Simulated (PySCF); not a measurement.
# Solver options tried on CaBr⁺

Aim: find out which solver settings change the answer for CaBr⁺.

Program: PySCF 2.14.0. Level of theory: each script names its method and basis. These are calculated values, not measurements.

3 further runs of the same task are left out: 3 that didn't finish.

## (1) Where the work starts

CaBr⁺: 2 atoms, charge 1, spin multiplicity 1.

Bond lengths: Ca1–Br2 2.479 Å.

## (2) The base run

input.py reads:

```python
from pyscf import gto, scf, mp

mol = gto.M(
    atom='Ca 0 0 0; Br 0 0 2.479',
    basis='cc-pvdz-dk',
    charge=1,
    spin=0,
    verbose=4,
)
mf = scf.RHF(mol)
mf = mf.sfx2c1e()
mf.kernel()
mp.MP2(mf).kernel()
mf.dip_moment()
print('orbital energies (hartree):', mf.mo_energy[..., max(0, mol.nelec[1]-3):mol.nelec[0]+3].round(4))
```

Started as:

```console
> OMP_NUM_THREADS=1 python input.py
```

Its log is not repeated here.

Base result: E(SCF) = -3283.839950 Eh, 9 cycles, E(MP2) − E(SCF) = -0.22113 Eh.

The bond length is a typed value, not an optimised one. The dipole of an ion depends on the origin.

## (3) Second-order solver on

Variant 1 changes second-order solver: off → on.

input.py reads:

```python
from pyscf import gto, scf, mp

mol = gto.M(
    atom='Ca 0 0 0; Br 0 0 2.479',
    basis='cc-pvdz-dk',
    charge=1,
    spin=0,
    verbose=4,
)
mf = scf.RHF(mol)
mf = mf.sfx2c1e()
mf = mf.newton()
mf.kernel()
mp.MP2(mf).kernel()
mf.dip_moment()
print('orbital energies (hartree):', mf.mo_energy[..., max(0, mol.nelec[1]-3):mol.nelec[0]+3].round(4))
```

Started as:

```console
> OMP_NUM_THREADS=1 python input.py
```

## (4) Convergence threshold 0.001 hartree

Variant 2 changes convergence threshold: default → 0.001 hartree.

input.py, as its differences from that of step 2:

```diff
@@ -11,2 +11,3 @@
 mf = mf.sfx2c1e()
+mf.conv_tol = 0.001
 mf.kernel()
```

## (5) Initial guess random

Variant 3 changes initial guess: minao → random.

input.py, as its differences from that of step 2:

```diff
@@ -11,2 +11,3 @@
 mf = mf.sfx2c1e()
+mf.init_guess = 'random'
 mf.kernel()
```

## (6) Convergence threshold 1e-07 hartree

Variant 4 changes convergence threshold: default → 1e-07 hartree.

input.py, as its differences from that of step 2:

```diff
@@ -11,2 +11,3 @@
 mf = mf.sfx2c1e()
+mf.conv_tol = 1e-07
 mf.kernel()
```

## (7) Point-group symmetry on

Variant 5 changes point-group symmetry: off → on.

input.py, as its differences from that of step 2:

```diff
@@ -7,2 +7,3 @@
     spin=0,
+    symmetry=True,
     verbose=4,
```

Before running it: what results should come out? Wanted: for each run, E(SCF); from base; gap; after the SCF.

**Answer**, as computed:

| run | E(SCF) (hartree) | from base (eV) | cycles | gap (eV) | after the SCF |
| --- | --- | --- | --- | --- | --- |
| base | -3283.839950 | 0 | 9 | 9.29 | MP2 correlation -6.017 eV |
| second-order solver on | -3283.839950 | 0.0000 | 4 macro | 9.29 | MP2 correlation -6.017 eV |
| convergence threshold 0.001 hartree | -3283.839929 | not comparable | 4 | 9.31 | MP2 correlation -6.018 eV |
| initial guess random | -3283.839950 | 0.0000 | 9 | 9.29 | MP2 correlation -6.017 eV |
| convergence threshold 1e-07 hartree | -3283.839950 | 0.0000 | 8 | 9.29 | MP2 correlation -6.017 eV |
| point-group symmetry on | -3283.839950 | 0.0000 | 9 | 9.29 | MP2 correlation -6.017 eV |

Distance from each run's final energy (log10 hartree) by cycle:

| run | cycle 1 | cycle 2 | cycle 3 | cycle 5 | cycle 8 | cycle 12 |
| --- | --- | --- | --- | --- | --- | --- |
| base | -1.4 | -2.4 | -3.2 | -5.1 | -9.6 | done |
| second-order solver on | -2.9 | -7.6 | < -11 | done | done | done |
| convergence threshold 0.001 hartree | -1.4 | -2.4 | -3.2 | done | done | done |
| initial guess random | -1.4 | -2.4 | -3.2 | -5.1 | -9.6 | done |
| convergence threshold 1e-07 hartree | -1.4 | -2.4 | -3.2 | -5.1 | -9.7 | done |
| point-group symmetry on | -1.4 | -2.4 | -3.2 | -5.1 | -9.6 | done |

What this shows: No change of the SCF energy comes from second-order solver on or initial guess random or convergence threshold 1e-07 hartree or point-group symmetry on. PySCF falls back to minao for a guess that it doesn't know or can't read, so that run repeats the base. With initial guess random, point-group symmetry on the path hardly changes: 9 cycles against 9. Rows marked «poor choice» come from settings spoiled on purpose.
